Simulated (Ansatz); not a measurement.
# NaTiSi2O6: the cost of one run

Program: Ansatz 0.2.0. Level of theory: DFT PBEsol, plane waves, PAW, scalar-relativistic, no spin polarisation. These are calculated values, not measurements.

### Step 1. The system as given

The cell holds 40 atoms (Na4O24Si8Ti4): a = 7.514 Å, b = 7.514 Å, c = 9.707 Å, α = 63.79°, β = 63.79°, γ = 72.38°.

The coordinates stand in the first input below.

### Step 2. Run 1

400 steps of 1 fs under a Langevin thermostat at 1500 K.

Input file input.yaml:

```yaml
crystal:
  lattice:
    - [3.319195, 4.43675, 5.07546]
    - [3.319195, -4.43675, 5.07546]
    - [9.707, 0.0, 0.0]
  atoms:
    - { symbol: Na, position: [0.92671, 0.32329, 0.375] }
    - { symbol: Na, position: [0.57329, 0.17671, 0.125] }
    - { symbol: Ti, position: [0.52734, 0.72266, 0.375] }
    - { symbol: Ti, position: [0.97266, 0.77734, 0.125] }
    - { symbol: Si, position: [0.209655, 0.031275, 0.171585] }
    - { symbol: Si, position: [0.218725, 0.040345, 0.578415] }
    - { symbol: Si, position: [0.290345, 0.468725, 0.328415] }
    - { symbol: Si, position: [0.281275, 0.459655, 0.921585] }
    - { symbol: O, position: [0.152425, 0.993385, 0.044015] }
    - { symbol: O, position: [0.256615, 0.097575, 0.705985] }
    - { symbol: O, position: [0.347575, 0.506615, 0.455985] }
    - { symbol: O, position: [0.243385, 0.402425, 0.794015] }
    - { symbol: O, position: [0.40526, 0.89898, 0.20886] }
    - { symbol: O, position: [0.35102, 0.84474, 0.54114] }
    - { symbol: O, position: [0.09474, 0.60102, 0.29114] }
    - { symbol: O, position: [0.14898, 0.65526, 0.95886] }
    - { symbol: O, position: [0.015835, 0.999495, 0.344385] }
    - { symbol: O, position: [0.250505, 0.234165, 0.405615] }
    - { symbol: O, position: [0.484165, 0.500505, 0.155615] }
    - { symbol: O, position: [0.249495, 0.265835, 0.094385] }
    - { symbol: Na, position: [0.42671, 0.82329, 0.875] }
    - { symbol: Na, position: [0.07329, 0.67671, 0.625] }
    - { symbol: Ti, position: [0.02734, 0.22266, 0.875] }
    - { symbol: Ti, position: [0.47266, 0.27734, 0.625] }
    - { symbol: Si, position: [0.709655, 0.531275, 0.671585] }
    - { symbol: Si, position: [0.718725, 0.540345, 0.078415] }
    - { symbol: Si, position: [0.790345, 0.968725, 0.828415] }
    - { symbol: Si, position: [0.781275, 0.959655, 0.421585] }
    - { symbol: O, position: [0.652425, 0.493385, 0.544015] }
    - { symbol: O, position: [0.756615, 0.597575, 0.205985] }
    - { symbol: O, position: [0.847575, 0.006615, 0.955985] }
    - { symbol: O, position: [0.743385, 0.902425, 0.294015] }
    - { symbol: O, position: [0.90526, 0.39898, 0.70886] }
    - { symbol: O, position: [0.85102, 0.34474, 0.04114] }
    - { symbol: O, position: [0.59474, 0.10102, 0.79114] }
    - { symbol: O, position: [0.64898, 0.15526, 0.45886] }
    - { symbol: O, position: [0.515835, 0.499495, 0.844385] }
    - { symbol: O, position: [0.750505, 0.734165, 0.905615] }
    - { symbol: O, position: [0.984165, 0.000505, 0.655615] }
    - { symbol: O, position: [0.749495, 0.765835, 0.594385] }
basis:
  ecutwfc: 420.0
kpoints:
  mp_grid: { grid: [1, 1, 1] }
hamiltonian:
  xc: pbesol
scf:
  occupations: { method: fermi_dirac, width: 0.05 }
  lower_state_search: "off"
md:
  timestep: 1
  n_steps: 400
  ensemble: nvt_langevin
  temperature: 1500.0
  initial_velocities: maxwell_boltzmann
  seed: 195709
  friction: 0.02
```

Command:

```console
$ ansatz run input.yaml --threads 2 --pin off --max-ram 5120MiB --backend cpu --events-out ev --progress --plain --runs-dir out
```

Q: Estimate wall time and peak memory on 2 threads of Intel Xeon Platinum 8488C (Sapphire Rapids), shared host.

About 15 min, with a peak of 0.73 GiB.
